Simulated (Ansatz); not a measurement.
# CH5NSi: the cost of one run

Program: Ansatz 0.2.0, Gaussian basis. Level of theory: PBE0-D4/def2-TZVP structures, single points in def2-TZVPP, no counterpoise correction. These are calculated values, not measurements.

Levels: SPW92, PBE-D4, BLYP-D4, r2SCAN-D4, B97M-V, PBE0-D4, B3LYP-D4, r2SCAN0-D4, BHLYP-D4, CAM-B3LYP-D4, wB97X-V, wB97M-V, B2PLYP, PBE-QIDH, RPA on PBE, Hartree-Fock, MP2, CCSD, CCSD(T).

Cores are frozen in the correlated methods. B3LYP uses VWN-RPA correlation. B2PLYP carries no dispersion term here.

56 further runs of the same task are left out: 56 set aside as unsound or not needed. Runs told in other sessions of the task aren't counted.

## Step 1: Starting geometry

The complex: 10 atoms, charge 0, spin multiplicity 1.

Atoms are counted from 1 here; the program's logs count them from 0.

Bond lengths: Si1–N3 1.600 Å, Si1–H5 1.487 Å, Si1–C6 1.837 Å, F2–H4 0.972 Å, N3–H7 1.009 Å, C6–H8 1.093 Å, C6–H9 1.092 Å, C6–H10 1.093 Å. Angles: N3–Si1–H5 124.8°, N3–Si1–C6 119.5°, H5–Si1–C6 115.8°, Si1–N3–H7 123.3°, Si1–C6–H8 110.7°, Si1–C6–H9 108.5°, Si1–C6–H10 110.7°, H8–C6–H9 109.8°, H8–C6–H10 107.5°, H9–C6–H10 109.8°.

As a file:

```tsv
atom	x (Å)	y (Å)	z (Å)
Si1	-0.6846	0.6914	0.1204
F2	1.8102	-0.9453	-1.5172
N3	0.0488	0.8968	-1.2868
H4	1.1777	-0.2071	-1.5377
H5	-1.7791	1.5536	0.6405
C6	-0.1744	-0.6963	1.2113
H7	-0.1850	1.6390	-1.9297
H8	0.1775	-0.3196	2.1755
H9	0.6269	-1.2490	0.7162
H10	-1.0179	-1.3636	1.4075
```

Its parts: CH₅NSi holds atoms 1, 3, 5, 6, 7, 8, 9, 10; HF holds atoms 2, 4. Each part counts its atoms afresh in its own runs.

## Step 2: Relaxing CH₅NSi alone

relax-a/in.yaml reads:

```yaml
crystal:
  periodic: [false, false, false]
  atoms:
    - {symbol: Si, position_ang: [-0.684650, 0.691428, 0.120394]}
    - {symbol: N, position_ang: [0.048793, 0.896771, -1.286774]}
    - {symbol: H, position_ang: [-1.779086, 1.553648, 0.640543]}
    - {symbol: C, position_ang: [-0.174391, -0.696268, 1.211259]}
    - {symbol: H, position_ang: [-0.184973, 1.639014, -1.929708]}
    - {symbol: H, position_ang: [0.177453, -0.319574, 2.175501]}
    - {symbol: H, position_ang: [0.626858, -1.248983, 0.716225]}
    - {symbol: H, position_ang: [-1.017916, -1.363617, 1.407474]}
basis:
  gaussian: {orbitals: def2-TZVP}
hamiltonian: {xc: pbe0, dispersion: d4}
relax: {f_tol: 0.005, max_steps: 200}
```

On the command line:

```bash
> ansatz run in.yaml --threads 4 --pin off --events-out ev --progress --plain --max-ram 9574MiB
```

**Question.** How long does this run take on 4 threads of Arm Neoverse V1, shared host?

About 9 s.
